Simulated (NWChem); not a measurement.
# GaH2ClF− (SMILES [F][GaH2-][Cl]) at 4 levels

Wanted: a comparison of 4 runs (HF/def2-SVP, PBE0/def2-SVP, CAM-B3LYP/STO-3G, SVWN5/def2-TZVP) of GaH2ClF−. 

The results are computed with NWChem 7.3.0.

## Step 1: The structure to begin with

The species is GaH2ClF− (5 atoms), meant as a singlet with charge -1. SMILES: `[F][GaH2-][Cl]`. The shape comes from GFN2-xTB, which is rough for such elements, and wasn't checked as a minimum.

Bond lengths: F1–Ga2 1.796 Å, Ga2–Cl3 2.142 Å, Ga2–H4 1.565 Å, Ga2–H5 1.565 Å. Angles: F1–Ga2–Cl3 109.0°, F1–Ga2–H4 106.7°, F1–Ga2–H5 106.7°, Cl3–Ga2–H4 109.9°, Cl3–Ga2–H5 109.8°, H4–Ga2–H5 114.6°.

## Step 2: Energy and gradient at HF/def2-SVP (run 1)

File clfgah2.nw:

```
start clfgah2
title "ClFGaH2"
memory total 2200 mb
charge -1

geometry noautosym nocenter noautoz
  F       -1.198110       0.179830       1.276450
  Ga      -0.046750       0.063610      -0.096560
  Cl       1.636830      -1.117600       0.501170
  H       -0.809150      -0.649500      -1.262850
  H        0.417180       1.523660      -0.418210
end

basis spherical bse
  * library def2-SVP
end

scf
  thresh 1e-08
  maxiter 80
end

task scf gradient
```

Command:

```sh
$ nwchem clfgah2.nw > clfgah2.out
```

The log of the run:

```text
[...]
  functions       =    74
[...]
  wavefunction    = RHF
[...]
         Total SCF energy =  -2483.015870896405
      One-electron energy =  -4010.055245439299
      Two-electron energy =   1258.819084594521
 Nuclear repulsion energy =    268.220289948373
        Time for solution =      7.3s
[...]
                         RHF ENERGY GRADIENTS
    atom               coordinates                        gradient
                 x          y          z           x          y          z
   1 F      -2.264100   0.339829   2.412141    0.002867   0.001307  -0.007495
   2 Ga     -0.088345   0.120205  -0.182472    0.027596  -0.018063   0.006242
   3 Cl      3.093160  -2.111958   0.947074   -0.030983   0.022453  -0.012770
   4 H      -1.529072  -1.227377  -2.386440    0.006319   0.007908   0.011190
   5 H       0.788356   2.879300  -0.790302   -0.005800  -0.013606   0.002833
[...]
```

Wall time 11 s (1 thread of Intel Xeon 6975P-C (Granite Rapids), shared host); peak memory 0.097 GiB.

## Step 3: Energy and gradient at PBE0/def2-SVP (run 2)

File nw.nw:

```
start nw
memory total 2200 mb
charge -1
geometry units angstroms noautosym nocenter noautoz
  F       -1.198110       0.179830       1.276450
  Ga      -0.046750       0.063610      -0.096560
  Cl       1.636830      -1.117600       0.501170
  H       -0.809150      -0.649500      -1.262850
  H        0.417180       1.523660      -0.418210
end
basis spherical bse
  * library def2-SVP
end
dft
  xc pbe0
  mult 1
  grid xfine
  convergence energy 1e-08
  iterations 100
  mulliken
  print low
end
task dft gradient
```

Command:

```sh
$ nwchem nw.nw > nw.out
```

The log of the run:

```text
[...]
 d= 0,ls=0.0,diis     1  -2484.9121968085 -2.75D+03  3.30D-02  6.69D+00     1.5
[...]
 d= 0,ls=0.0,diis     8  -2485.2760958722 -1.79D-09  3.38D-06  1.37D-07    10.1
         Total DFT energy =    -2485.276095872203
      One electron energy =    -4009.291780559902
           Coulomb energy =     1370.186960737837
    Exchange-Corr. energy =     -114.391565998511
 Nuclear repulsion energy =      268.220289948373
[...]
      Total Density - Mulliken Population Analysis
     ---------------------------------------------
    Atom       Charge   Shell Charges
 -----------   ------   -------------------------------------------------------
    1 F    9     9.50   1.99  1.11  0.84  3.33  2.23  0.00
    2 Ga  31    30.54   2.00  2.00  1.99  0.90  0.10  6.00  5.98  0.95  0.46  8.05  1.83  0.27
    3 Cl  17    17.43   2.00  1.99  1.23  0.72  5.93  2.14  3.42  0.01
    4 H    1     1.26   0.71  0.54  0.01
    5 H    1     1.26   0.71  0.54  0.01
[...]
                         DFT ENERGY GRADIENTS
    atom               coordinates                        gradient
                 x          y          z           x          y          z
   1 F      -2.264100   0.339829   2.412141    0.004571   0.001048  -0.009304
   2 Ga     -0.088345   0.120205  -0.182472    0.021598  -0.015755   0.009027
   3 Cl      3.093160  -2.111958   0.947074   -0.025843   0.018745  -0.010691
   4 H      -1.529072  -1.227377  -2.386440    0.004981   0.007112   0.009032
   5 H       0.788356   2.879300  -0.790302   -0.005307  -0.011149   0.001936
 Task  times  cpu:       14.0s     wall:       14.0s
 Total times  cpu:       14.0s     wall:       14.0s
```

Wall time 15 s (1 thread of Intel Xeon 6975P-C (Granite Rapids), shared host); peak memory 0.13 GiB.

Run 3 isn't shown in full; the table further down has it.

## Step 4: Energy and gradient at SVWN5/def2-TZVP (run 4)

File geom.nw:

```
start geom
memory 2200 mb
charge -1
geometry units au noautosym nocenter noautoz
   F  -2.26409977  0.33982945  2.41214091
   Ga -0.08834470  0.12020548 -0.18247195
   Cl  3.09316041 -2.11195792  0.94707404
   H  -1.52907189 -1.22737712 -2.38644064
   H   0.78835594  2.87930011 -0.79030236
end
basis spherical bse
   * library def2-TZVP
end
dft
   xc slater vwn_5
   mult 1
   grid fine
   convergence energy 1e-08
   maxiter 100
   mulliken
end
task dft gradient
```

Command:

```sh
$ nwchem geom.nw > geom.out
```

The log of the run:

```text
[...]
          Wavefunction type:  closed shell.
          No. of atoms     :     5
          No. of electrons :    60
[...]
          Charge           :    -1
          Spin multiplicity:     1
[...]
          AO basis - number of functions:   128
[...]
              XC Information
              --------------
                        Slater Exchange Functional  1.000 local
                      VWN V Correlation Functional  1.000 local
[...]
 d= 0,ls=0.0,diis     1  -2480.7420191733 -2.75D+03  2.33D-02  1.12D+01     4.1
[...]
 d= 0,ls=0.0,diis    12  -2481.1709380236 -6.06D-10  1.17D-07  6.58D-10    32.7
         Total DFT energy =    -2481.170938023641
      One electron energy =    -4008.415975026328
           Coulomb energy =     1368.586539230299
    Exchange-Corr. energy =     -109.561772922422
 Nuclear repulsion energy =      268.220270694811
[...]
  wavefunction    = closed shell
                         DFT ENERGY GRADIENTS
    atom               coordinates                        gradient
                 x          y          z           x          y          z
   1 F      -2.264100   0.339829   2.412141    0.003383   0.001216  -0.008018
   2 Ga     -0.088345   0.120205  -0.182472    0.015789  -0.013034   0.010469
   3 Cl      3.093160  -2.111958   0.947074   -0.018298   0.013564  -0.008312
   4 H      -1.529072  -1.227377  -2.386441    0.003480   0.006081   0.005633
   5 H       0.788356   2.879300  -0.790302   -0.004354  -0.007826   0.000228
[...]
```

Run time: 51 s. Hardware: 1 thread of Intel Xeon 6975P-C (Granite Rapids), shared host; peak memory 0.13 GiB.

## Step 5: Overview of the runs

| run | level | iteration cap | module | energy (Eh) | HOMO energy (eV) | LUMO energy (eV) | HOMO–LUMO gap (eV) | wall time |
| --- | --- | --- | --- | --- | --- | --- | --- | --- |
| 1 | HF/def2-SVP | 80 | scf | -2483.015871 | -5.51 | 9.20 | 14.71 | 11 s |
| 2 | PBE0/def2-SVP | 100 | dft | -2485.276096 | – | – | – | 15 s |
| 3 | CAM-B3LYP/STO-3G | 100 | dft | -2457.003963 | 4.65 | 13.60 | 8.96 | 15 s |
| 4 | SVWN5/def2-TZVP | 100 | dft | -2481.170938 | -1.25 | 4.90 | 6.15 | 51 s |

## Step 6: Outcome

| quantity | value |
| --- | --- |
| run 4: total energy | -2481.17094 Eh |
| run 4: HOMO energy | -1.25 eV |
| run 4: LUMO energy | 4.90 eV |
| run 4: HOMO–LUMO gap (to an unbound level, set by the basis) | 6.15 eV |
| run 4: largest force on an atom | 1.247 eV/Å |

What this shows: Over runs 1, 3, 4 the HOMO–LUMO gap runs from 6.15 eV (SVWN5/def2-TZVP) to 14.71 eV (HF/def2-SVP). The two ends differ in method and basis. The empty levels of an anion lie above zero and hang on the basis. Totals of different functionals can't be ranked against each other. In run 3 the HOMO lies above zero, so the outermost electron may be held by the basis alone. In run 3 the basis is minimal, so the values are rough. All runs together took 92 s, the longest 51 s.
